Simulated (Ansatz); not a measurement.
# C₄H₆F₂O: a ladder of functionals and wavefunction methods

The task here is to estimate one member of a computed series from the others.

Program: Ansatz 0.2.0, Gaussian basis. Level of theory: functionals in def2-TZVPP, the program's frozen cores in correlated methods. These are calculated values, not measurements.

Plan: LDA (SPW92), PBE-D4, revPBE-D4, BLYP-D4, r2SCAN-D4, B97M-V, PBE0-D4, B3LYP-D4, r2SCANh-D4, r2SCAN0-D4, HSE06-D4, BHLYP-D4, CAM-B3LYP-D4, LC-ωPBE, ωB97X-V, ωB97M-V, B2PLYP, PBE-QIDH; CCSD(T)/def2-SVP; CCSD(T)/def2-TZVPP; MP2/def2-QZVPP; extrapolation to the limit; RPA on PBE.

## The geometry

All runs share one geometry, relaxed beforehand with PBE0-D4 in a triple-zeta def2 set.

SMILES `F[C@H]1COC[C@@H]1F`, 13 atoms, charge 0, spin multiplicity 1.

Atoms are counted from 1 here; the program's logs count them from 0.

Bond lengths: F1–C2 1.384 Å, C2–C3 1.510 Å, C2–C6 1.521 Å, C2–H8 1.091 Å, C3–O4 1.417 Å, C3–H9 1.096 Å, C3–H10 1.093 Å, O4–C5 1.417 Å, C5–C6 1.510 Å, C5–H11 1.093 Å, C5–H12 1.096 Å, C6–F7 1.384 Å, C6–H13 1.091 Å. Angles: F1–C2–C3 110.5°, F1–C2–C6 107.9°, F1–C2–H8 108.7°, C3–C2–C6 101.8°, C3–C2–H8 114.5°, C6–C2–H8 113.1°, C2–C3–O4 106.6°, C2–C3–H9 109.9°, C2–C3–H10 111.2°, O4–C3–H9 110.1°, O4–C3–H10 109.8°, H9–C3–H10 109.2°, C3–O4–C5 109.9°, O4–C5–C6 106.7°, O4–C5–H11 109.8°, O4–C5–H12 110.1°, C6–C5–H11 111.2°, C6–C5–H12 109.9° and more.

The first run:

in.yaml reads:

```yaml
crystal:
  periodic: [false, false, false]
  atoms:
    - {symbol: F, position_ang: [-0.289126, -1.730353, 0.948177]}
    - {symbol: C, position_ang: [0.000428, -0.377223, 0.986873]}
    - {symbol: C, position_ang: [1.310834, -0.095383, 0.290751]}
    - {symbol: O, position_ang: [1.018108, 0.030544, -1.090237]}
    - {symbol: C, position_ang: [-0.383426, 0.121025, -1.280724]}
    - {symbol: C, position_ang: [-0.992687, 0.338257, 0.084167]}
    - {symbol: F, position_ang: [-0.975704, 1.682226, 0.415511]}
    - {symbol: H, position_ang: [-0.042898, -0.039824, 2.023665]}
    - {symbol: H, position_ang: [1.741501, 0.838603, 0.670782]}
    - {symbol: H, position_ang: [2.024001, -0.908551, 0.445323]}
    - {symbol: H, position_ang: [-0.612919, 0.951168, -1.953008]}
    - {symbol: H, position_ang: [-0.764792, -0.810535, -1.715396]}
    - {symbol: H, position_ang: [-2.012717, -0.034856, 0.188914]}
basis:
  gaussian: {orbitals: def2-TZVPP}
hamiltonian: {xc: lda}
output: {orbitals: {seedname: orbitals}}
```

On the command line:

```console
$ ansatz run in.yaml --threads 4 --pin off --events-out ev --progress --plain --max-ram 11315MiB
```

Steps of the session up to this table: LDA; PBE-D4 (GGA); revPBE-D4 (GGA); BLYP-D4 (GGA); r2SCAN-D4 (meta-GGA); B97M-V (meta-GGA); PBE0-D4 (hybrid); B3LYP-D4 (hybrid); r2SCANh-D4 (hybrid); r2SCAN0-D4 (hybrid); HSE06-D4 (hybrid); BHLYP-D4 (hybrid); CAM-B3LYP-D4 (range-separated); LC-ωPBE (range-separated); ωB97X-V (range-separated); ωB97M-V (range-separated); B2PLYP (double hybrid); PBE-QIDH (double hybrid).

One table of the session follows, with a row left open; its other results are not shown here.

It belongs to the step «Frontier levels by functional». 

| functional | HOMO (eV) | LUMO (eV) | gap (eV) |
| --- | --- | --- | --- |
| LDA (SPW92) | ? | ? | ? |
| PBE-D4 | -6.03 | 0.16 | 6.19 |
| revPBE-D4 | -5.97 | 0.28 | 6.25 |
| BLYP-D4 | -5.96 | 0.27 | 6.23 |
| r2SCAN-D4 | -6.36 | 0.60 | 6.96 |
| B97M-V | -6.54 | 0.54 | 7.08 |
| PBE0-D4 | -7.67 | 1.29 | 8.96 |
| B3LYP-D4 | -7.44 | 0.99 | 8.43 |
| r2SCANh-D4 | -6.98 | 1.00 | 7.98 |
| r2SCAN0-D4 | -7.91 | 1.58 | 9.48 |
| HSE06-D4 | -7.26 | 0.91 | 8.17 |
| BHLYP-D4 | -9.29 | 2.04 | 11.33 |
| CAM-B3LYP-D4 | -9.15 | 2.20 | 11.35 |
| LC-ωPBE | -10.45 | 3.54 | 13.99 |
| ωB97X-V | -10.15 | 3.34 | 13.49 |
| ωB97M-V | -10.09 | 2.89 | 12.98 |

**Question.** Estimate the row for LDA (SPW92).

The run gave: HOMO (eV): -6.15; LUMO (eV): -0.13; gap (eV): 6.02. In the column «HOMO (eV)» it lies between r2SCAN-D4 (-6.36) and PBE-D4 (-6.03).
